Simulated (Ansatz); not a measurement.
# C2H5FSi2: up Jacob's ladder to CCSD(T)

An exercise on one series of results from a longer session: the logs are not shown, and one member is left open.

The runs use Ansatz 0.2.0, Gaussian basis; functionals in def2-TZVPP, the program's frozen cores in correlated methods.

The runs, in order: PBE-D4, r2SCAN-D4, PBE0-D4, B3LYP-D4, ωB97X-V, ωB97M-V, B2PLYP; CCSD(T)/def2-TZVPP; MP2/def2-QZVPP; extrapolation to the limit.

### The geometry

An earlier PBE0-D4 in a triple-zeta def2 set relaxation fixed the geometry.

10 atoms, charge 0, spin multiplicity 1.

Atoms are counted from 1 here; the program's logs count them from 0.

Bond lengths: C1–C2 1.343 Å, C1–H6 1.093 Å, C1–H7 1.090 Å, C2–Si3 1.865 Å, C2–Si4 1.877 Å, Si3–H8 1.486 Å, Si3–H9 1.490 Å, Si3–H10 1.486 Å, Si4–F5 1.620 Å. Angles: C2–C1–H6 121.5°, C2–C1–H7 123.6°, H6–C1–H7 114.9°, C1–C2–Si3 122.5°, C1–C2–Si4 111.0°, Si3–C2–Si4 126.6°, C2–Si3–H8 110.1°, C2–Si3–H9 109.8°, C2–Si3–H10 110.1°, H8–Si3–H9 109.2°, H8–Si3–H10 108.5°, H9–Si3–H10 109.2°, C2–Si4–F5 100.4°.

As a file:

```
C    -1.1483    1.0188    0.5987
C    -0.2257    0.4105   -0.1639
Si    0.6728   -1.1278    0.3882
Si    0.0015    1.3140   -1.7936
F     1.1358    0.3876   -2.4870
H    -1.6658    1.9203    0.2594
H    -1.4409    0.6665    1.5873
H     0.4126   -2.2399   -0.5622
H     0.2048   -1.5244    1.7456
H     2.1366   -0.8767    0.4306
```

The first run:

The input, in.yaml:

```yaml
crystal:
  periodic: [false, false, false]
  atoms:
    - {symbol: C, position_ang: [-1.148268, 1.018827, 0.598683]}
    - {symbol: C, position_ang: [-0.225703, 0.410468, -0.163927]}
    - {symbol: Si, position_ang: [0.672802, -1.127809, 0.388161]}
    - {symbol: Si, position_ang: [0.001459, 1.314025, -1.793633]}
    - {symbol: F, position_ang: [1.135796, 0.387576, -2.487049]}
    - {symbol: H, position_ang: [-1.665849, 1.920336, 0.259414]}
    - {symbol: H, position_ang: [-1.440852, 0.666480, 1.587263]}
    - {symbol: H, position_ang: [0.412554, -2.239891, -0.562155]}
    - {symbol: H, position_ang: [0.204782, -1.524440, 1.745585]}
    - {symbol: H, position_ang: [2.136580, -0.876670, 0.430560]}
basis:
  gaussian: {orbitals: def2-TZVPP}
hamiltonian: {xc: pbe, dispersion: d4}
output: {forces: true, orbitals: {seedname: orbitals}}
```

The run is started by

```console
$ ansatz run in.yaml --threads 4 --pin off --events-out ev --progress --plain --max-ram 10444MiB
```

Among the steps run: PBE-D4 (GGA); r2SCAN-D4 (meta-GGA); PBE0-D4 (hybrid); B3LYP-D4 (hybrid); ωB97X-V (range-separated); ωB97M-V (range-separated); B2PLYP (double hybrid); CCSD(T) in def2-TZVPP; MP2 in def2-QZVPP.

One table of the session follows, with a row left open; its other results are not shown here.

It belongs to the step «Atomisation energies». 

```
            method  atomisation energy (eV)
            PBE-D4                   39.010
         r2SCAN-D4                   38.457
           PBE0-D4                   38.358
          B3LYP-D4                        ?
           ωB97X-V                   38.614
           ωB97M-V                   38.675
            B2PLYP                   38.066
     HF/def2-TZVPP                   28.587
    MP2/def2-TZVPP                   38.079
   CCSD/def2-TZVPP                   36.899
CCSD(T)/def2-TZVPP                   37.492
           MP2/CBS                   39.115
       CCSD(T)/CBS                   38.528
```

**Question.** Estimate the row for B3LYP-D4.

**Answer.** atomisation energy (eV): 38.497. In the column «atomisation energy (eV)» it lies between r2SCAN-D4 (38.457) and CCSD(T)/CBS (38.528).
